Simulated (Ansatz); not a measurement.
# CH7InN2: how energies converge with the basis set

One table from this session's results is given with a row withheld; the runs are named, their logs left out.

Program: Ansatz 0.2.0, Gaussian basis. Level of theory: one geometry, several basis sets. These are calculated values, not measurements.

Plan: PBE0-D4/def2-SVP; ωB97M-V/def2-SVP; PBE0-D4/def2-QZVPP; ωB97M-V/def2-QZVPP; the functionals' def2-TZVPP values are taken from earlier runs.

### Structure used throughout

The geometry comes from an earlier relaxation with PBE0-D4 in a triple-zeta def2 set; it is a stationary point, not always the lowest conformer. In takes the def2 core potential; no spin-orbit term is included.

SMILES `NC[NH][InH2]`, 11 atoms, charge 0, spin multiplicity 1.

Atoms are counted from 1 here; the program's logs count them from 0.

Bond lengths: N1–C2 1.504 Å, N1–H5 1.015 Å, N1–H6 1.016 Å, C2–N3 1.426 Å, C2–H7 1.097 Å, C2–H8 1.097 Å, N3–In4 2.121 Å, N3–H9 1.012 Å, In4–H10 1.725 Å, In4–H11 1.722 Å. Angles: C2–N1–H5 111.0°, C2–N1–H6 113.3°, H5–N1–H6 107.8°, N1–C2–N3 109.3°, N1–C2–H7 104.7°, N1–C2–H8 111.0°, N3–C2–H7 110.6°, N3–C2–H8 113.4°, H7–C2–H8 107.5°, C2–N3–In4 97.6°, C2–N3–H9 110.7°, In4–N3–H9 113.7°, N3–In4–H10 117.4°, N3–In4–H11 114.2°, H10–In4–H11 126.6°.

As a file:

```
N    -0.56221    0.91148   -0.32202
C    -0.71250   -0.02514    0.84549
N     0.45555   -0.83711    0.95072
In    1.05682   -0.72731   -1.07978
H    -0.09773    1.76933   -0.04238
H    -1.44784    1.16404   -0.75008
H    -1.58876   -0.63829    0.60008
H    -0.94283    0.52733    1.76433
H     1.11993   -0.42562    1.59406
H     2.58304    0.00246   -1.41686
H     0.13653   -1.72117   -2.14358
```

The first run:

Contents of in.yaml:

```yaml
crystal:
  periodic: [false, false, false]
  atoms:
    - {symbol: N, position_ang: [-0.562214, 0.911477, -0.322021]}
    - {symbol: C, position_ang: [-0.712502, -0.025135, 0.845490]}
    - {symbol: N, position_ang: [0.455549, -0.837114, 0.950723]}
    - {symbol: In, position_ang: [1.056825, -0.727309, -1.079785]}
    - {symbol: H, position_ang: [-0.097733, 1.769332, -0.042376]}
    - {symbol: H, position_ang: [-1.447840, 1.164036, -0.750080]}
    - {symbol: H, position_ang: [-1.588757, -0.638294, 0.600085]}
    - {symbol: H, position_ang: [-0.942825, 0.527334, 1.764331]}
    - {symbol: H, position_ang: [1.119928, -0.425616, 1.594062]}
    - {symbol: H, position_ang: [2.583035, 0.002457, -1.416860]}
    - {symbol: H, position_ang: [0.136534, -1.721167, -2.143578]}
basis:
  gaussian: {orbitals: def2-SVP}
hamiltonian: {xc: pbe0, dispersion: d4}
output: {orbitals: {seedname: orbitals}}
```

On the command line:

```sh
ansatz run in.yaml --threads 4 --pin off --events-out ev --progress --plain --max-ram 10444MiB
```

Steps of the session up to this table: PBE0-D4 in def2-SVP; ωB97M-V in def2-SVP; PBE0-D4 in def2-QZVPP; ωB97M-V in def2-QZVPP.

One of the session's tables, all rows but one given; the rest of the session is left out.

It belongs to the step «Density functionals: the series». 

| functional | basis | HOMO (eV) |
| --- | --- | --- |
| PBE0-D4 | def2-SVP | ? |
| PBE0-D4 | def2-TZVPP | -6.21 |
| PBE0-D4 | def2-QZVPP | -6.26 |
| ωB97M-V | def2-SVP | -8.29 |
| ωB97M-V | def2-TZVPP | -8.54 |
| ωB97M-V | def2-QZVPP | -8.58 |

Estimate the missing values for PBE0-D4, def2-SVP.

The run gave: HOMO (eV): -5.98. In the column «HOMO (eV)» it is the highest.
